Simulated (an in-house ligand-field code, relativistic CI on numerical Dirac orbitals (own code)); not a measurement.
**d3 in a ligand field: terms for several parameter sets**

Which terms of d3 lie lowest for given Racah parameters, spin-orbit constant and ligand field?

The numbers are computed with an in-house ligand-field code version 1 (parametric ligand-field model of a d^n configuration (Racah B and C, spin-orbit zeta, crystal field), exact diagonalisation), except any that are marked as measured or tabulated.

## (1) The system

```
shell        : d3
set 1 (cm⁻¹) : B = 1020, C = 4720, ζ = 1950, Oh, 10Dq = 34700
set 2 (cm⁻¹) : B = 490, C = 1900, ζ = 1950, Td, 10Dq = -2000
set 3 (cm⁻¹) : B = 670, C = 3480, ζ = 870, Oh, 10Dq = 25050
set 4 (cm⁻¹) : B = 1020, C = 4990, ζ = 1800, Oh, 10Dq = 29850
set 5 (cm⁻¹) : B = 1120, C = 5050, ζ = 310, Td, 10Dq = -11300
set 6 (cm⁻¹) : B = 570, C = 2070, ζ = 2400, Oh, 10Dq = 37600
set 7 (cm⁻¹) : B = 800, C = 3640, ζ = 3950, Oh, 10Dq = 32400
set 8 (cm⁻¹) : B = 490, C = 2470, ζ = 740, Td, 10Dq = -11250
```

## (2) Set 1

Settings, as recorded:

```ini
n = 3
racah_B = 1020  # cm-1
racah_C = 4720  # cm-1
zeta = 1950  # cm-1
symmetry = Oh
field = {"10Dq": 34700}  # cm-1
```

## (3) Set 2

Settings, as recorded:

```ini
n = 3
racah_B = 490  # cm-1
racah_C = 1900  # cm-1
zeta = 1950  # cm-1
symmetry = Td
field = {"10Dq": -2000}  # cm-1
```

## (4) Set 3

Settings, as recorded:

```ini
n = 3
racah_B = 670  # cm-1
racah_C = 3480  # cm-1
zeta = 870  # cm-1
symmetry = Oh
field = {"10Dq": 25050}  # cm-1
```

## (5) Set 4

Settings, as recorded:

```ini
n = 3
racah_B = 1020  # cm-1
racah_C = 4990  # cm-1
zeta = 1800  # cm-1
symmetry = Oh
field = {"10Dq": 29850}  # cm-1
```

## (6) Set 5

Settings, as recorded:

```ini
n = 3
racah_B = 1120  # cm-1
racah_C = 5050  # cm-1
zeta = 310  # cm-1
symmetry = Td
field = {"10Dq": -11300}  # cm-1
```

## (7) Set 6

Settings, as recorded:

```ini
n = 3
racah_B = 570  # cm-1
racah_C = 2070  # cm-1
zeta = 2400  # cm-1
symmetry = Oh
field = {"10Dq": 37600}  # cm-1
```

## (8) Set 7

Settings, as recorded:

```ini
n = 3
racah_B = 800  # cm-1
racah_C = 3640  # cm-1
zeta = 3950  # cm-1
symmetry = Oh
field = {"10Dq": 32400}  # cm-1
```

## (9) Set 8

Settings, as recorded:

```ini
n = 3
racah_B = 490  # cm-1
racah_C = 2470  # cm-1
zeta = 740  # cm-1
symmetry = Td
field = {"10Dq": -11250}  # cm-1
```

(Steps that only read results are left out.)

**Question.** What will these runs give? Wanted: lowest spin-orbit levels; sets at their largest spin, of those that allow S over 1.

The runs gave:

| set | 10Dq/B (size) | lowest | S | electrons in z² and x²-y² | next level (cm⁻¹) |
| --- | --- | --- | --- | --- | --- |
| 1: Oh | 34.0 | G8 | 1.50 | 0.01 | G8 21570 |
| 2: Td | 4.1 | G8 | 1.42 | 1.56 | G7 2012 |
| 3: Oh | 37.4 | G8 | 1.50 | 0.00 | G8 15502 |
| 4: Oh | 29.3 | G8 | 1.50 | 0.01 | G8 22101 |
| 5: Td | 10.1 | G8 | 1.50 | 1.92 | G7 26 |
| 6: Oh | 66.0 | G8 | 1.48 | 0.01 | G8 10312 |
| 7: Oh | 40.5 | G8 | 1.47 | 0.04 | G8 15618 |
| 8: Td | 23.0 | G8 | 1.21 | 2.31 | G7 767 |

| quantity | value |
| --- | --- |
| lowest spin-orbit levels | 1: G8, 2: G8, 3: G8, 4: G8, 5: G8, 6: G8, 7: G8, 8: G8 |
| sets at their largest spin, of those that allow S over 1 | 1, 2, 3, 4, 5, 6, 7, 8 |

What this shows: 8 of 8 sets have the highest spin that their shell allows, S = 3/2. A negative 10Dq stands for a tetrahedral field. With spin-orbit coupling the labels are those of spin-orbit levels, not of terms, and S is an average from the expectation value of its square. B, C and the field are free parameters here, not those of a compound.
